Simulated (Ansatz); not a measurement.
# CH₅FSSi₂: one species, many methods

An exercise on one series of results from a longer session: the logs are not shown, and one member is left open.

Computed with Ansatz 0.2.0, Gaussian basis. Level: functionals in def2-TZVPP, the program's frozen cores in correlated methods.

The runs, in order: LDA (SPW92), PBE-D4, revPBE-D4, BLYP-D4, r2SCAN-D4, B97M-V, PBE0-D4, B3LYP-D4, r2SCANh-D4, r2SCAN0-D4, HSE06-D4, BHLYP-D4, CAM-B3LYP-D4, LC-ωPBE, ωB97X-V, ωB97M-V, B2PLYP, PBE-QIDH; CCSD(T)/def2-SVP; CCSD(T)/def2-TZVPP; MP2/def2-QZVPP; extrapolation to the limit; RPA on PBE.

## The geometry

All runs share one geometry, relaxed beforehand with PBE0-D4 in a triple-zeta def2 set.

SMILES `F[Si]1([SiH3])CS1`, 10 atoms, charge 0, spin multiplicity 1.

Atoms are counted from 1 here; the program's logs count them from 0.

Bond lengths: F1–Si2 1.597 Å, Si2–Si3 2.323 Å, Si2–C4 1.833 Å, Si2–S5 2.075 Å, Si3–H6 1.486 Å, Si3–H7 1.484 Å, Si3–H8 1.485 Å, C4–S5 1.876 Å, C4–H9 1.087 Å, C4–H10 1.086 Å. Angles: F1–Si2–Si3 111.2°, F1–Si2–C4 116.9°, F1–Si2–S5 118.8°, Si3–Si2–C4 123.9°, Si3–Si2–S5 119.4°, C4–Si2–S5 57.0°, Si2–Si3–H6 110.6°, Si2–Si3–H7 107.0°, Si2–Si3–H8 109.4°, H6–Si3–H7 110.0°, H6–Si3–H8 109.6°, H7–Si3–H8 110.2°, Si2–C4–S5 68.0°, Si2–C4–H9 118.7°, Si2–C4–H10 121.9°, S5–C4–H9 112.5°, S5–C4–H10 113.2°, H9–C4–H10 113.5° and more.

The first run:

Contents of in.yaml:

```yaml
crystal:
  periodic: [false, false, false]
  atoms:
    - {symbol: F, position_ang: [-2.211696, 0.146889, 0.352999]}
    - {symbol: Si, position_ang: [-0.700823, 0.159436, -0.165259]}
    - {symbol: Si, position_ang: [0.499235, -1.631492, 0.700635]}
    - {symbol: C, position_ang: [0.033779, 1.795155, -0.543874]}
    - {symbol: S, position_ang: [-0.314068, 0.805375, -2.098757]}
    - {symbol: H, position_ang: [0.327272, -1.713379, 2.174186]}
    - {symbol: H, position_ang: [1.926969, -1.399225, 0.367534]}
    - {symbol: H, position_ang: [0.025749, -2.891380, 0.073853]}
    - {symbol: H, position_ang: [-0.593178, 2.679039, -0.464817]}
    - {symbol: H, position_ang: [1.089659, 1.998383, -0.393801]}
basis:
  gaussian: {orbitals: def2-TZVPP}
hamiltonian: {xc: lda}
output: {orbitals: {seedname: orbitals}}
```

Steps of the session up to this table: LDA; PBE-D4 (GGA); revPBE-D4 (GGA); BLYP-D4 (GGA); r2SCAN-D4 (meta-GGA); B97M-V (meta-GGA); PBE0-D4 (hybrid); B3LYP-D4 (hybrid); r2SCANh-D4 (hybrid); r2SCAN0-D4 (hybrid); HSE06-D4 (hybrid); BHLYP-D4 (hybrid); CAM-B3LYP-D4 (range-separated); LC-ωPBE (range-separated); ωB97X-V (range-separated); ωB97M-V (range-separated); B2PLYP (double hybrid); PBE-QIDH (double hybrid).

One of the session's tables, all rows but one given; the rest of the session is left out.

It belongs to the step «Orbital energies across the functionals». 

| functional | HOMO (eV) | gap (eV) |
| --- | --- | --- |
| LDA (SPW92) | -6.15 | 4.52 |
| PBE-D4 | -6.04 | 4.59 |
| revPBE-D4 | -5.99 | 4.62 |
| BLYP-D4 | -5.85 | 4.57 |
| r2SCAN-D4 | -6.28 | 5.04 |
| B97M-V | -6.38 | 5.02 |
| PBE0-D4 | ? | ? |
| B3LYP-D4 | -6.96 | 6.16 |
| r2SCANh-D4 | -6.72 | 5.77 |
| r2SCAN0-D4 | -7.38 | 6.86 |
| HSE06-D4 | -6.82 | 5.81 |
| BHLYP-D4 | -8.25 | 8.53 |
| CAM-B3LYP-D4 | -8.50 | 8.93 |
| LC-ωPBE | -9.90 | 11.41 |
| ωB97X-V | -9.54 | 10.94 |
| ωB97M-V | -9.36 | 10.53 |

**Question.** Estimate the row for PBE0-D4.

**Answer.** HOMO (eV): -7.22; gap (eV): 6.58. In the column «HOMO (eV)» it lies between r2SCAN0-D4 (-7.38) and B3LYP-D4 (-6.96).
